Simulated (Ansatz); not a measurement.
# CH₄BFOSi: a ladder of functionals and wavefunction methods

The task here is to estimate one member of a computed series from the others.

The runs use Ansatz 0.2.0, Gaussian basis; functionals in def2-TZVPP, the program's frozen cores in correlated methods.

Levels to be run: LDA (SPW92), PBE-D4, revPBE-D4, BLYP-D4, r2SCAN-D4, B97M-V, PBE0-D4, B3LYP-D4, r2SCANh-D4, r2SCAN0-D4, HSE06-D4, BHLYP-D4, CAM-B3LYP-D4, LC-ωPBE, ωB97X-V, ωB97M-V, B2PLYP, PBE-QIDH; CCSD(T)/def2-SVP; CCSD(T)/def2-TZVPP; MP2/def2-QZVPP; extrapolation to the limit; RPA on PBE.

### The geometry

The geometry comes from an earlier relaxation with PBE0-D4 in a triple-zeta def2 set; it is a stationary point, not always the lowest conformer.

SMILES `O=CB[SiH2]F`, 9 atoms, charge 0, spin multiplicity 1.

Atoms are counted from 1 here; the program's logs count them from 0.

Bond lengths: O1–C2 1.227 Å, C2–B3 1.521 Å, C2–H6 1.099 Å, B3–Si4 2.001 Å, B3–H7 1.195 Å, Si4–F5 1.610 Å, Si4–H8 1.489 Å, Si4–H9 1.486 Å. Angles: O1–C2–B3 90.0°, O1–C2–H6 122.9°, B3–C2–H6 147.1°, C2–B3–Si4 120.9°, C2–B3–H7 117.0°, Si4–B3–H7 122.0°, B3–Si4–F5 110.9°, B3–Si4–H8 109.8°, B3–Si4–H9 112.6°, F5–Si4–H8 107.4°, F5–Si4–H9 107.2°, H8–Si4–H9 108.8°.

Set-up of the first run:

in.yaml

```yaml
crystal:
  periodic: [false, false, false]
  atoms:
    - {symbol: O, position_ang: [-0.789457, 0.780354, 1.703762]}
    - {symbol: C, position_ang: [-0.128335, 1.442074, 0.910398]}
    - {symbol: B, position_ang: [0.628067, 0.188738, 0.495808]}
    - {symbol: Si, position_ang: [-0.077187, -1.007602, -0.944994]}
    - {symbol: F, position_ang: [-1.360768, -0.349177, -1.659654]}
    - {symbol: H, position_ang: [-0.262375, 2.524966, 0.778467]}
    - {symbol: H, position_ang: [1.608668, -0.084915, 1.121736]}
    - {symbol: H, position_ang: [0.963988, -1.202597, -1.991903]}
    - {symbol: H, position_ang: [-0.494200, -2.338142, -0.430919]}
basis:
  gaussian: {orbitals: def2-TZVPP}
hamiltonian: {xc: lda}
output: {orbitals: {seedname: orbitals}}
```

Steps of the session up to this table: LDA; PBE-D4 (GGA); revPBE-D4 (GGA); BLYP-D4 (GGA); r2SCAN-D4 (meta-GGA); B97M-V (meta-GGA); PBE0-D4 (hybrid); B3LYP-D4 (hybrid); r2SCANh-D4 (hybrid); r2SCAN0-D4 (hybrid); HSE06-D4 (hybrid); BHLYP-D4 (hybrid); CAM-B3LYP-D4 (range-separated); LC-ωPBE (range-separated); ωB97X-V (range-separated); ωB97M-V (range-separated); B2PLYP (double hybrid); PBE-QIDH (double hybrid).

One table of the session follows, with a row left open; its other results are not shown here.

It belongs to the step «Frontier levels by functional». 

| functional | HOMO (eV) | LUMO (eV) | gap (eV) |
| --- | --- | --- | --- |
| LDA (SPW92) | -6.96 | -3.32 | 3.64 |
| PBE-D4 | -6.83 | -3.07 | 3.76 |
| revPBE-D4 | -6.77 | -2.97 | 3.80 |
| BLYP-D4 | -6.72 | -2.93 | 3.79 |
| r2SCAN-D4 | -7.05 | -2.82 | 4.23 |
| B97M-V | -7.16 | -2.78 | 4.38 |
| PBE0-D4 | -8.16 | -1.91 | 6.25 |
| B3LYP-D4 | -7.96 | -2.17 | 5.79 |
| r2SCANh-D4 | -7.56 | -2.40 | 5.16 |
| r2SCAN0-D4 | ? | ? | ? |
| HSE06-D4 | -7.76 | -2.30 | 5.46 |
| BHLYP-D4 | -9.45 | -0.64 | 8.81 |
| CAM-B3LYP-D4 | -9.57 | -0.67 | 8.90 |
| LC-ωPBE | -10.90 | 0.59 | 11.49 |
| ωB97X-V | -10.54 | 0.51 | 11.05 |
| ωB97M-V | -10.41 | 0.37 | 10.79 |

**Question.** Estimate the row for r2SCAN0-D4.

Worked estimate for «HOMO (eV)». Against the share of exact exchange, r2SCAN-D4 (0, -7.05), r2SCANh-D4 (0.1, -7.56) give a slope of -5.10 per unit share; at 0.25 the line stands at -8.32.

The run gave: HOMO (eV): -8.32; LUMO (eV): -1.76; gap (eV): 6.56. In «HOMO (eV)» the line misses by 0.00.
